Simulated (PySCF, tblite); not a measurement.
# C5H6N2OS: a rotation path, then NMR shifts on frames, part 2 of 2

tblite 0.8.0 and PySCF 2.14.0. Atoms count from 0. Earlier steps stand in the parts before.

## Step 5: Nuclear shieldings: image 4, PBE0/pcSseg-1

The job: settings as JSON, then the geometry in Å.

```
{"job": {"kind": "nmr", "xc": "PBE0", "basis": "pcSseg-1", "pop": false}, "charge": 0, "multiplicity": 1}
C     -2.328200    -0.548300    -0.264000
S     -1.538500     1.020700     0.307000
O     -1.686000     1.040500     1.761300
C      0.220100     0.518200     0.054600
C      0.703100    -0.753600    -0.169400
C      2.089700    -0.882100    -0.283800
N      2.914300     0.139800    -0.191500
N      2.459700     1.333000     0.038400
C      1.165900     1.540200     0.167000
H     -2.057700    -1.357300     0.405400
H     -2.027800    -0.750900    -1.285700
H     -3.400400    -0.385400    -0.218100
H      0.067900    -1.621300    -0.252600
H      2.549500    -1.843200    -0.462600
H      0.864100     2.557700     0.372000
```

Level: GIAO PBE0/pcSseg-1 NMR shielding, non-relativistic, gas phase.

The log of the run:

```text
coarse grid: 13984 points
cycle   1  E = -776.0862022122  dE =  1.909e+00  |g| = 9.153e-01  |ddm| = 4.082e+00
cycle   2  E = -775.1297690236  dE =  9.564e-01  |g| = 2.295e+00  |ddm| = 4.503e+00
cycle   3  E = -776.2410264411  dE = -1.111e+00  |g| = 2.090e-01  |ddm| = 3.858e+00
cycle   4  E = -776.2483511189  dE = -7.325e-03  |g| = 1.277e-01  |ddm| = 3.904e-01
cycle   5  E = -776.2521948776  dE = -3.844e-03  |g| = 2.594e-02  |ddm| = 1.601e-01
cycle   6  E = -776.2523095508  dE = -1.147e-04  |g| = 1.572e-02  |ddm| = 5.047e-02
cycle   7  E = -776.2523700536  dE = -6.050e-05  |g| = 3.105e-03  |ddm| = 1.862e-02
cycle   8  E = -776.2523721597  dE = -2.106e-06  |g| = 1.055e-03  |ddm| = 4.189e-03
final grid: 133216 points
cycle   9  E = -776.3157993099  dE = -3.338e-05  |g| = 1.121e-02  |ddm| = 4.963e-02
cycle  10  E = -776.3157557067  dE =  4.360e-05  |g| = 1.821e-02  |ddm| = 3.379e-02
cycle  11  E = -776.3158259658  dE = -7.026e-05  |g| = 3.401e-03  |ddm| = 2.352e-02
cycle  12  E = -776.3158282309  dE = -2.265e-06  |g| = 3.508e-04  |ddm| = 3.579e-03
cycle  13  E = -776.3158282493  dE = -1.842e-08  |g| = 2.530e-04  |ddm| = 7.054e-04
cycle  14  E = -776.3158282642  dE = -1.490e-08  |g| = 6.059e-05  |ddm| = 3.004e-04
cycle  15  E = -776.3158282651  dE = -8.542e-10  |g| = 1.620e-05  |ddm| = 9.633e-05
converged SCF energy = -776.3158282651

GIAO shielding tensors (ppm)
atom      isotropic    diamagn.    paramagn.     s11        s22        s33       span
  0 C      145.345     255.732    -110.387    112.215    139.743    184.078     71.863
  1 S      171.958    1052.130    -880.171    -20.212     96.679    439.408    459.620
  2 O      258.503     395.131    -136.628     23.126    270.282    482.100    458.974
  3 C       33.942     269.643    -235.701    -56.607     -0.170    158.604    215.211
  4 C       66.303     255.212    -188.909    -39.597     51.558    186.946    226.543
  5 C       30.469     250.165    -219.696    -97.669     41.811    147.264    244.933
  6 N     -212.120     320.674    -532.794   -683.315   -208.439    255.394    938.709
  7 N     -206.877     320.194    -527.071   -661.312   -207.399    248.081    909.393
  8 C       31.046     247.349    -216.303    -88.259     37.222    144.176    232.436
  9 H       28.657      32.177      -3.521     25.022     28.548     32.400      7.378
 10 H       29.590      31.884      -2.294     25.403     28.070     35.297      9.894
 11 H       28.590      28.327       0.262     25.337     26.986     33.446      8.109
 12 H       24.180      34.821     -10.641     19.916     22.364     30.259     10.343
 13 H       21.879      29.095      -7.216     18.445     19.284     27.909      9.464
 14 H       21.808      29.892      -8.084     17.718     18.969     28.737     11.019
```

It took 47 s on 1 thread of Intel Xeon Platinum 8175M at 2.50GHz, shared host; peak memory 0.85 GiB.

In short: δ C5 156.5, C8 155.9, C3 153.0, C4 120.6, H14 9.91, H13 9.84 ppm.

## Step 6: NMR shieldings: image 6, PBE0/pcSseg-1

The job: settings as JSON, then the geometry in Å.

```
{"job": {"kind": "nmr", "xc": "PBE0", "basis": "pcSseg-1", "pop": false}, "charge": 0, "multiplicity": 1}
C     -2.267900    -0.647700     0.025000
S     -1.550400     1.036000    -0.254800
O     -1.775600     1.793700     0.972700
C      0.207100     0.515900    -0.135400
C      0.724100    -0.670600    -0.612100
C      2.092900    -0.872200    -0.426200
N      2.876700     0.022300     0.139500
N      2.390600     1.145000     0.571000
C      1.104500     1.404800     0.459300
H     -1.819200    -1.111000     0.896300
H     -2.111200    -1.244900    -0.865500
H     -3.331300    -0.503600     0.186500
H      0.118800    -1.421400    -1.094700
H      2.573400    -1.785100    -0.747000
H      0.763100     2.346900     0.863600
```

Method: GIAO PBE0/pcSseg-1 NMR shielding, non-relativistic, gas phase.

The log of the run:

```text
coarse grid: 13984 points
cycle   1  E = -776.0928727285  dE =  1.915e+00  |g| = 9.095e-01  |ddm| = 4.066e+00
cycle   2  E = -775.2143350494  dE =  8.785e-01  |g| = 2.230e+00  |ddm| = 4.699e+00
cycle   3  E = -776.2458081675  dE = -1.031e+00  |g| = 2.059e-01  |ddm| = 3.978e+00
cycle   4  E = -776.2524042971  dE = -6.596e-03  |g| = 1.301e-01  |ddm| = 3.810e-01
cycle   5  E = -776.2563970898  dE = -3.993e-03  |g| = 3.273e-02  |ddm| = 1.658e-01
cycle   6  E = -776.2566085377  dE = -2.114e-04  |g| = 1.660e-02  |ddm| = 5.532e-02
cycle   7  E = -776.2566739909  dE = -6.545e-05  |g| = 2.499e-03  |ddm| = 1.815e-02
cycle   8  E = -776.2566752671  dE = -1.276e-06  |g| = 1.034e-03  |ddm| = 3.860e-03
final grid: 133216 points
cycle   9  E = -776.3200393483  dE = -2.826e-05  |g| = 1.103e-02  |ddm| = 4.350e-02
cycle  10  E = -776.3199991784  dE =  4.017e-05  |g| = 1.764e-02  |ddm| = 3.419e-02
cycle  11  E = -776.3200654678  dE = -6.629e-05  |g| = 3.159e-03  |ddm| = 2.377e-02
cycle  12  E = -776.3200674270  dE = -1.959e-06  |g| = 3.704e-04  |ddm| = 3.690e-03
cycle  13  E = -776.3200674472  dE = -2.014e-08  |g| = 2.613e-04  |ddm| = 6.725e-04
cycle  14  E = -776.3200674633  dE = -1.610e-08  |g| = 5.448e-05  |ddm| = 3.114e-04
cycle  15  E = -776.3200674640  dE = -6.971e-10  |g| = 1.465e-05  |ddm| = 8.543e-05
converged SCF energy = -776.3200674640

GIAO shielding tensors (ppm)
atom      isotropic    diamagn.    paramagn.     s11        s22        s33       span
  0 C      140.386     255.291    -114.905    111.173    126.876    183.109     71.936
  1 S      175.646    1052.395    -876.749     18.681     79.136    429.121    410.440
  2 O      290.153     395.917    -105.763     71.538    306.723    492.199    420.661
  3 C       25.493     270.469    -244.977    -56.913    -10.151    143.543    200.456
  4 C       63.190     255.711    -192.522    -42.964     52.402    180.132    223.097
  5 C       33.299     250.225    -216.926    -92.333     43.142    149.087    241.420
  6 N     -204.592     320.847    -525.438   -664.739   -208.211    259.175    923.914
  7 N     -205.036     320.409    -525.445   -660.752   -208.658    254.304    915.056
  8 C       34.768     246.872    -212.104    -91.022     33.088    162.238    253.260
  9 H       28.930      32.176      -3.245     25.800     28.416     32.576      6.776
 10 H       29.278      31.705      -2.427     24.706     28.394     34.733     10.027
 11 H       28.757      28.553       0.204     25.503     26.892     33.875      8.372
 12 H       24.679      34.264      -9.585     20.598     22.718     30.721     10.123
 13 H       22.123      28.997      -6.874     18.886     19.555     27.928      9.042
 14 H       21.681      30.523      -8.842     17.226     18.822     28.995     11.768
```

Run time: 48 s. Hardware: 1 thread of Intel Xeon Platinum 8175M at 2.50GHz, shared host; peak memory 0.86 GiB.

Key values: δ C3 161.4, C5 153.6, C8 152.2, C4 123.7, H14 10.04, H13 9.59 ppm.

## Step 7: Nuclear shieldings: image 8, PBE0/pcSseg-1

The job: settings as JSON, then the geometry in Å.

```
{"job": {"kind": "nmr", "xc": "PBE0", "basis": "pcSseg-1", "pop": false}, "charge": 0, "multiplicity": 1}
C     -2.211200    -0.536800     0.371300
S     -1.556300     0.863000    -0.651800
O     -1.806800     2.077600     0.114900
C      0.183700     0.411400    -0.292300
C      0.847700    -0.575500    -0.990900
C      2.173600    -0.808100    -0.622700
N      2.774600    -0.133100     0.336800
N      2.147900     0.800500     0.982700
C      0.895600     1.090600     0.693300
H     -1.820500    -0.458200     1.380100
H     -1.920300    -1.473400    -0.090500
H     -3.292500    -0.443600     0.385900
H      0.371700    -1.136400    -1.780900
H      2.775800    -1.559200    -1.113400
H      0.432700     1.889100     1.255400
```

Method: GIAO PBE0/pcSseg-1 NMR shielding, non-relativistic, gas phase.

The log of the run:

```text
coarse grid: 13984 points
cycle   1  E = -776.0990758300  dE =  1.911e+00  |g| = 9.033e-01  |ddm| = 4.056e+00
cycle   2  E = -775.2728770693  dE =  8.262e-01  |g| = 2.178e+00  |ddm| = 4.729e+00
cycle   3  E = -776.2489397213  dE = -9.761e-01  |g| = 2.090e-01  |ddm| = 3.981e+00
cycle   4  E = -776.2559925491  dE = -7.053e-03  |g| = 1.277e-01  |ddm| = 3.664e-01
cycle   5  E = -776.2598392860  dE = -3.847e-03  |g| = 3.277e-02  |ddm| = 1.580e-01
cycle   6  E = -776.2600465030  dE = -2.072e-04  |g| = 1.651e-02  |ddm| = 5.413e-02
cycle   7  E = -776.2601112836  dE = -6.478e-05  |g| = 1.921e-03  |ddm| = 1.746e-02
cycle   8  E = -776.2601120738  dE = -7.902e-07  |g| = 7.514e-04  |ddm| = 2.800e-03
final grid: 133216 points
cycle   9  E = -776.3236795792  dE = -2.609e-05  |g| = 1.095e-02  |ddm| = 4.158e-02
cycle  10  E = -776.3236382226  dE =  4.136e-05  |g| = 1.773e-02  |ddm| = 3.494e-02
cycle  11  E = -776.3237053355  dE = -6.711e-05  |g| = 3.086e-03  |ddm| = 2.420e-02
cycle  12  E = -776.3237071900  dE = -1.855e-06  |g| = 3.721e-04  |ddm| = 3.663e-03
cycle  13  E = -776.3237072104  dE = -2.037e-08  |g| = 2.655e-04  |ddm| = 6.823e-04
cycle  14  E = -776.3237072273  dE = -1.686e-08  |g| = 5.258e-05  |ddm| = 3.135e-04
cycle  15  E = -776.3237072279  dE = -6.437e-10  |g| = 1.436e-05  |ddm| = 7.990e-05
converged SCF energy = -776.3237072279

GIAO shielding tensors (ppm)
atom      isotropic    diamagn.    paramagn.     s11        s22        s33       span
  0 C      134.043     254.155    -120.112     98.789    124.287    179.054     80.265
  1 S      191.244    1052.622    -861.379     25.603     84.718    463.409    437.805
  2 O      296.353     396.067     -99.714     88.507    314.570    485.982    397.475
  3 C       26.345     270.002    -243.658    -58.675     -7.772    145.481    204.157
  4 C       62.680     254.439    -191.759    -47.968     53.965    182.043    230.011
  5 C       34.014     250.537    -216.524    -90.924     42.710    150.255    241.179
  6 N     -207.384     321.238    -528.622   -668.840   -209.926    256.615    925.456
  7 N     -208.056     320.838    -528.894   -672.067   -209.462    257.361    929.428
  8 C       38.341     247.652    -209.311    -89.290     34.330    169.983    259.273
  9 H       29.171      31.704      -2.533     26.301     28.796     32.417      6.117
 10 H       29.949      31.608      -1.659     25.991     28.965     34.892      8.900
 11 H       28.857      28.753       0.103     25.835     26.342     34.393      8.557
 12 H       24.667      32.736      -8.069     21.341     22.439     30.221      8.880
 13 H       22.160      28.633      -6.473     19.074     19.594     27.812      8.738
 14 H       21.530      31.373      -9.843     16.971     18.713     28.906     11.935
```

Run time: 48 s. Hardware: 1 thread of Intel Xeon Platinum 8175M at 2.50GHz, shared host; peak memory 0.85 GiB.

This run: δ C3 160.6, C5 152.9, C8 148.6, C4 124.2, H14 10.19, H13 9.56 ppm.

## Step 8: Side by side: NMR shifts

Shifts (ppm) of some atoms, chosen among heavy atoms and hydrogens apart, with basis size and wall time:

```
  frame    C0    H14   H12   S1    O2     N6     N7  functions  time
image 0  52.0   9.34  8.13  301  35.1  472.2  466.7        190  69 s
image 2  51.1   9.67  8.11  322  67.8  485.9  477.4        190  52 s
image 4  41.6   9.91  7.54  332  77.6  479.8  474.6        190  47 s
image 6  46.5  10.04  7.04  328  45.9  472.3  472.8        190  48 s
image 8  52.9  10.19  7.05  312  39.7  475.1  475.8        190  48 s
```

## Step 9: Summary of results

The summary covers parts 1 to 2.

| quantity | value |
| --- | --- |
| barrier | 0.189 eV (4.4 kcal/mol) at image 4 |
| end to end (GFN2-xTB) | 0.023 eV |
| ¹³C shifts against TMS (PBE0/pcSseg-1, image 0) | 161.8, 157.1, 150.2, 123.6, 52.0 ppm |
| ¹H shifts against TMS (PBE0/pcSseg-1, image 0) | 9.93, 9.34, 8.13, 2.90, 2.43, 1.95 ppm |
| ³³S shifts against CS2 (PBE0/pcSseg-1, image 0) | 301 ppm |
| ¹⁷O shifts against H2O (PBE0/pcSseg-1, image 0) | 35.1 ppm |
| ¹⁵N shifts against NH3 (PBE0/pcSseg-1, image 0) | 472.2, 466.7 ppm |
| surface potential, 1st and 99th percentile | -1.78 V and 1.66 V |
| range of the shift of O2 | 35.1 to 77.6 ppm |

What this shows: Along the band the dihedral turns by 186°, and the top (dihedral 170°) lies 4.4 kcal/mol above the start (GFN2-xTB, rough), so at room temperature this motion is fast. Ends this close can change order at a higher level. The top was not checked by a frequency run. Shifts at one fixed geometry are not the observed spectrum, which averages over the motion. NICS(1)zz of -29 ppm above the planar ring from C3 marks a diatropic (aromatic) ring current. At PBE0/pcSseg-1, counted by nearest atom on the grid, the HOMO lies on N6, N7 about 35 % each; C5, C8 about 6 % each, the LUMO on N6 23 %; C3 23 %. Across the 5 runs the shift of O2 moves most, between 35.1 (image 0) and 77.6 ppm (image 4).
